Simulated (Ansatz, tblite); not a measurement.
# C28H24N6S6Si2: rung by rung

Aim: run the singlet of C28H24N6S6Si2 at one geometry on many levels, and compare frontier levels, spin and run time.

Method: as each input shows; program: Ansatz 0.2.0, Gaussian basis.

The runs, in order: GFN1-xTB, GFN2-xTB, PBE-D4/def2-SVP, r2SCAN-D4/def2-SVP.

1 further run of the same task is left out (set aside as unsound or not needed).

## Step 1: The relaxed structure

The singlet was relaxed beforehand with PBE-D4/def2-SVP.

SMILES `C[Si](C)(C)C#Cc1cnc(-c2cnc(-c3cnc(-c4cnc(-c5cnc(-c6cnc(C#C[Si](C)(C)C)s6)s5)s4)s3)s2)s1`, 66 atoms, charge 0, spin multiplicity 1.

Bond lengths: C1–Si2 1.890 Å, C1–H43 1.110 Å, C1–H44 1.109 Å, C1–H45 1.109 Å, Si2–C3 1.890 Å, Si2–C4 1.890 Å, Si2–C5 1.852 Å, C3–H46 1.110 Å, C3–H47 1.109 Å, C3–H48 1.109 Å, C4–H49 1.109 Å, C4–H50 1.109 Å, C4–H51 1.110 Å, C5–C6 1.238 Å, C6–C7 1.405 Å, C7–C8 1.401 Å, C7–S42 1.757 Å, C8–N9 1.354 Å and more. Angles: Si2–C1–H43 110.5°, Si2–C1–H44 111.0°, Si2–C1–H45 111.0°, H43–C1–H44 108.1°, H43–C1–H45 108.1°, H44–C1–H45 108.0°, C1–Si2–C3 110.9°, C1–Si2–C4 110.7°, C1–Si2–C5 107.9°, C3–Si2–C4 110.7°, C3–Si2–C5 108.2°, C4–Si2–C5 108.4°, Si2–C3–H46 110.4°, Si2–C3–H47 111.1°, Si2–C3–H48 111.1°, H46–C3–H47 108.1°, H46–C3–H48 108.0°, H47–C3–H48 108.0° and more.

PBE0-D4/def2-SVP was run before; its log isn't repeated, and its numbers join the tables.

## Step 2: GFN1-xTB

Tight binding, by tblite at 300 K electronic temperature and without a spin-polarisation term:

```python
tblite.interface.Calculator('GFN1-xTB', numbers, positions, charge=0, uhf=0).singlepoint()
```

Energy -3184.8309 eV, HOMO -10.66 eV, LUMO -9.24 eV; 0.43 s.

## Step 3: GFN2-xTB

Tight binding, by tblite at 300 K electronic temperature and without a spin-polarisation term:

```python
tblite.interface.Calculator('GFN2-xTB', numbers, positions, charge=0, uhf=0).singlepoint()
```

Energy -3062.1070 eV, HOMO -10.26 eV, LUMO -8.82 eV; 0.42 s.

## Step 4: PBE-D4/def2-SVP

start.molden holds the orbitals of an earlier run on this state, given as this run's starting guess.

Contents of in.yaml:

```yaml
crystal:
  periodic: [false, false, false]
  atoms:
    - {symbol: C, position_ang: [-14.951196, 2.831043, 1.838193]}
    - {symbol: Si, position_ang: [-14.652127, 1.056053, 1.262956]}
    - {symbol: C, position_ang: [-15.523306, 0.725632, -0.380929]}
    - {symbol: C, position_ang: [-15.220414, -0.175967, 2.578794]}
    - {symbol: C, position_ang: [-12.830924, 0.838733, 1.006375]}
    - {symbol: C, position_ang: [-11.610862, 0.702593, 0.845894]}
    - {symbol: C, position_ang: [-10.226396, 0.548058, 0.663500]}
    - {symbol: C, position_ang: [-9.168251, 1.153062, 1.353508]}
    - {symbol: N, position_ang: [-7.916815, 0.815676, 0.962294]}
    - {symbol: C, position_ang: [-7.936293, -0.055058, -0.036006]}
    - {symbol: C, position_ang: [-6.754896, -0.594117, -0.658075]}
    - {symbol: C, position_ang: [-6.616114, -1.508568, -1.706736]}
    - {symbol: N, position_ang: [-5.351958, -1.823184, -2.071342]}
    - {symbol: C, position_ang: [-4.465041, -1.172678, -1.328570]}
    - {symbol: C, position_ang: [-3.040699, -1.317042, -1.498584]}
    - {symbol: C, position_ang: [-2.391223, -2.130517, -2.432777]}
    - {symbol: N, position_ang: [-1.038456, -2.107079, -2.410190]}
    - {symbol: C, position_ang: [-0.579563, -1.289291, -1.474656]}
    - {symbol: C, position_ang: [0.816872, -1.061684, -1.218502]}
    - {symbol: C, position_ang: [1.455972, -0.243309, -0.282721]}
    - {symbol: N, position_ang: [2.810194, -0.253276, -0.299075]}
    - {symbol: C, position_ang: [3.271585, -1.070493, -1.237689]}
    - {symbol: C, position_ang: [4.669246, -1.291375, -1.496974]}
    - {symbol: C, position_ang: [5.292278, -2.113363, -2.441922]}
    - {symbol: N, position_ang: [6.644032, -2.111836, -2.446136]}
    - {symbol: C, position_ang: [7.124510, -1.297215, -1.514559]}
    - {symbol: C, position_ang: [8.538152, -1.103561, -1.298406]}
    - {symbol: C, position_ang: [9.570884, -1.724355, -2.013107]}
    - {symbol: N, position_ang: [10.832997, -1.403851, -1.651349]}
    - {symbol: C, position_ang: [10.845814, -0.531688, -0.652944]}
    - {symbol: C, position_ang: [11.991414, 0.010728, -0.035471]}
    - {symbol: C, position_ang: [12.990429, 0.491863, 0.512695]}
    - {symbol: Si, position_ang: [14.534941, 1.167476, 1.286754]}
    - {symbol: C, position_ang: [15.048010, 0.003787, 2.684098]}
    - {symbol: C, position_ang: [15.862931, 1.233683, -0.054407]}
    - {symbol: C, position_ang: [14.157541, 2.893745, 1.954171]}
    - {symbol: S, position_ang: [9.223490, -0.050935, -0.096033]}
    - {symbol: S, position_ang: [5.891353, -0.469010, -0.560002]}
    - {symbol: S, position_ang: [2.018829, -1.892274, -2.174824]}
    - {symbol: S, position_ang: [-1.847861, -0.477407, -0.540258]}
    - {symbol: S, position_ang: [-5.170877, -0.109653, -0.107549]}
    - {symbol: S, position_ang: [-9.556873, -0.518644, -0.561778]}
    - {symbol: H, position_ang: [-16.033227, 3.004981, 2.013206]}
    - {symbol: H, position_ang: [-14.412068, 3.038204, 2.784634]}
    - {symbol: H, position_ang: [-14.603042, 3.559569, 1.078441]}
    - {symbol: H, position_ang: [-16.620346, 0.851147, -0.268508]}
    - {symbol: H, position_ang: [-15.174748, 1.427475, -1.165199]}
    - {symbol: H, position_ang: [-15.330257, -0.307448, -0.734266]}
    - {symbol: H, position_ang: [-15.028375, -1.219367, 2.256718]}
    - {symbol: H, position_ang: [-14.687036, -0.009383, 3.536373]}
    - {symbol: H, position_ang: [-16.308943, -0.067682, 2.766780]}
    - {symbol: H, position_ang: [-9.322994, 1.868037, 2.173958]}
    - {symbol: H, position_ang: [-7.468204, -1.968199, -2.230729]}
    - {symbol: H, position_ang: [-2.938884, -2.757672, -3.149639]}
    - {symbol: H, position_ang: [0.921108, 0.388205, 0.443096]}
    - {symbol: H, position_ang: [4.742332, -2.741719, -3.159535]}
    - {symbol: H, position_ang: [9.376407, -2.436471, -2.827156]}
    - {symbol: H, position_ang: [15.245075, -1.016679, 2.298258]}
    - {symbol: H, position_ang: [14.255388, -0.067867, 3.455915]}
    - {symbol: H, position_ang: [15.973567, 0.373143, 3.172844]}
    - {symbol: H, position_ang: [15.558620, 1.903763, -0.883500]}
    - {symbol: H, position_ang: [16.818180, 1.612780, 0.364490]}
    - {symbol: H, position_ang: [16.047181, 0.226027, -0.478410]}
    - {symbol: H, position_ang: [13.362799, 2.859496, 2.726463]}
    - {symbol: H, position_ang: [15.065817, 3.334742, 2.414987]}
    - {symbol: H, position_ang: [13.820303, 3.570214, 1.143135]}
basis:
  gaussian: {orbitals: def2-SVP, fitting: {mean_field: def2-universal-jkfit}, initial_orbitals: start.molden}
hamiltonian: {xc: pbe, dispersion: d4}
scf: {omitted_lower_state_checks: [starts]}
output: {forces: true, orbitals: {seedname: orbitals}}
```

The run is started by

```bash
$ ansatz run in.yaml --threads 4 --pin off --events-out ev --progress --plain --max-ram 66560MiB --backend cuda --devices 0, --max-vram 37GiB
```

Standard output (excerpt; [...] marks lines left out):

```text
Functional definition: PBE
  name "PBE"
  cite "Perdew, Burke & Ernzerhof, Phys. Rev. Lett. 77, 3865 (1996) doi:10.1103/PhysRevLett.77.3865"
  parent pbe
[...]
4018 factors; integrals over basis functions are off by at most 2.5e-1 eV
[...]
mean field -118998.29214727 eV, -4373.1065764726 hartree, gradient 1.3e-5 eV, S^2 0.000000; 0 other end points of the search recorded, 0 dependent functions left out
[...]
reference -118998.29227541 eV, -4373.1065811816 hartree; 179, 179 occupied and 561, 561 virtual orbitals, 4018 factors
Total energy: -119001.13811697 eV, -4373.2111639303 hartree
Atom 0 at   -14.951196     2.831043     1.838193 Å, force     0.001451    -0.001685    -0.001205 eV/Å
Atom 1 at   -14.652127     1.056053     1.262956 Å, force    -0.000811     0.002965     0.002547 eV/Å
Atom 2 at   -15.523306     0.725632    -0.380929 Å, force     0.002775    -0.001104     0.000399 eV/Å
Atom 3 at   -15.220414    -0.175967     2.578794 Å, force     0.000898    -0.000139    -0.002181 eV/Å
Atom 4 at   -12.830924     0.838733     1.006375 Å, force     0.000356     0.001192     0.001065 eV/Å
Atom 5 at   -11.610862     0.702593     0.845894 Å, force    -0.004594    -0.001449    -0.001391 eV/Å
Atom 6 at   -10.226396     0.548058     0.663500 Å, force     0.002025     0.000220     0.000610 eV/Å
Atom 7 at    -9.168251     1.153062     1.353508 Å, force     0.006156    -0.001521    -0.001629 eV/Å
[...]
Atom 50 at   -16.308943    -0.067682     2.766780 Å, force    -0.000907    -0.000180    -0.000569 eV/Å
Atom 51 at    -9.322994     1.868037     2.173958 Å, force     0.000390     0.000778     0.000517 eV/Å
Atom 52 at    -7.468204    -1.968199    -2.230729 Å, force    -0.000929    -0.000040    -0.000413 eV/Å
Atom 53 at    -2.938884    -2.757672    -3.149639 Å, force     0.000273    -0.001545    -0.001802 eV/Å
Atom 54 at     0.921108     0.388205     0.443096 Å, force     0.001245     0.000003     0.000064 eV/Å
Atom 55 at     4.742332    -2.741719    -3.159535 Å, force     0.000372     0.000450     0.000165 eV/Å
Atom 56 at     9.376407    -2.436471    -2.827156 Å, force     0.000195    -0.000464    -0.001358 eV/Å
Atom 57 at    15.245075    -1.016679     2.298258 Å, force    -0.000947     0.000572     0.000402 eV/Å
Atom 58 at    14.255388    -0.067867     3.455915 Å, force     0.000499     0.000583     0.000089 eV/Å
Atom 59 at    15.973567     0.373143     3.172844 Å, force     0.000339     0.000334     0.000427 eV/Å
Atom 60 at    15.558620     1.903763    -0.883500 Å, force    -0.000010    -0.000750     0.000650 eV/Å
Atom 61 at    16.818180     1.612780     0.364490 Å, force     0.000674     0.002138     0.000940 eV/Å
Atom 62 at    16.047181     0.226027    -0.478410 Å, force     0.000799     0.000873     0.001117 eV/Å
Atom 63 at    13.362799     2.859496     2.726463 Å, force    -0.001536    -0.000169    -0.000698 eV/Å
Atom 64 at    15.065817     3.334742     2.414987 Å, force    -0.000420    -0.000001     0.001510 eV/Å
Atom 65 at    13.820303     3.570214     1.143135 Å, force     0.000072    -0.000477     0.000324 eV/Å
Dipole moment:    -0.607061     0.385485     0.445562 e Å
Checks for a lower state left out: starts
```

Wall time 10 s (1 × H100 (card shared with other runs) with 4 threads of AMD EPYC 7R13, shared host).

HOMO -5.11 eV, LUMO -3.55 eV.

## Step 5: r2SCAN-D4/def2-SVP

in.yaml: that of step 4 with these lines changed.

```diff
@@ -71,4 +71,4 @@
   gaussian: {orbitals: def2-SVP, fitting: {mean_field: def2-universal-jkfit}, initial_orbitals: start.molden}
-hamiltonian: {xc: pbe, dispersion: d4}
+hamiltonian: {xc: r2scan, dispersion: d4}
 scf: {omitted_lower_state_checks: [starts]}
-output: {forces: true, orbitals: {seedname: orbitals}}
+output: {orbitals: {seedname: orbitals}}
```

Same command.

Standard output:

```text
Functional definition: r2SCAN
  name "r2SCAN"
  cite "Furness, Kaplan, Ning, Perdew & Sun, J. Phys. Chem. Lett. 11, 8208 (2020) doi:10.1021/acs.jpclett.0c02405"
  cite "Furness, Kaplan, Ning, Perdew & Sun, J. Phys. Chem. Lett. 11, 9248 (2020) doi:10.1021/acs.jpclett.0c03077"
  parent r2scan
  parameter k0 = 0.174
  parameter k1 = 0.065
  parameter a1 = 4.9479
  exchange = r2scan_x(k0 = k0, k1 = k1, a1 = a1)
  correlation = r2scan_c
these checks for a lower state are left out or cut short: starts
4018 factors; integrals over basis functions are off by at most 2.5e-1 eV
mean field evaluation 1: about -119053.1991 eV, gradient 9.2e0 eV
mean field evaluation 2: about -119053.4653 eV, gradient 2.8e-1 eV
mean field evaluation 4: about -119053.4881 eV, gradient 2.0e-3 eV
mean field -119053.48812636 eV, -4375.1349912910 hartree, gradient 2.4e-5 eV, S^2 0.000000; 0 other end points of the search recorded, 0 dependent functions left out
reference -119053.48816287 eV, -4375.1349926330 hartree; 179, 179 occupied and 561, 561 virtual orbitals, 4018 factors
Total energy: -119054.28888307 eV, -4375.1644185574 hartree
Checks for a lower state left out: starts
```

Wall time 11 s (1 × H100 (card shared with other runs) with 4 threads of AMD EPYC 7R13, shared host).

HOMO -5.32 eV, LUMO -3.65 eV.

## Step 6: Comparison

```
             level  functions  HOMO (eV)  LUMO (eV)  gap (eV)   time
   PBE-D4/def2-SVP        740      -5.11      -3.55      1.55   10 s
r2SCAN-D4/def2-SVP        740      -5.32      -3.65      1.67   11 s
  PBE0-D4/def2-SVP        740      -5.92      -3.10      2.82  9.5 s
```

## Step 7: Binding energy

Free atoms were run apart at each level; binding is atoms less cluster, divided by the number of atoms, without zero-point or spin-orbit terms.

```
             level  binding an atom (eV)
   PBE-D4/def2-SVP                 5.095
r2SCAN-D4/def2-SVP                 4.889
  PBE0-D4/def2-SVP                 4.944
```

## Step 8: Outcome

```
                                                quantity                                 value
gap in def2-SVP, named functionals, smallest and largest   1.55 eV (PBE-D4), 2.82 eV (PBE0-D4)
                binding an atom, functionals in def2-SVP  4.89 (r2SCAN-D4) to 5.10 eV (PBE-D4)
```

In words: Over the named functionals in def2-SVP the gap runs from 1.55 eV (PBE-D4) to 2.82 eV (PBE0-D4); exact exchange widens it.

The slowest run with a step of its own, r2SCAN-D4/def2-SVP, took 11 s; the quickest functional in def2-SVP took 9.5 s (shared host).
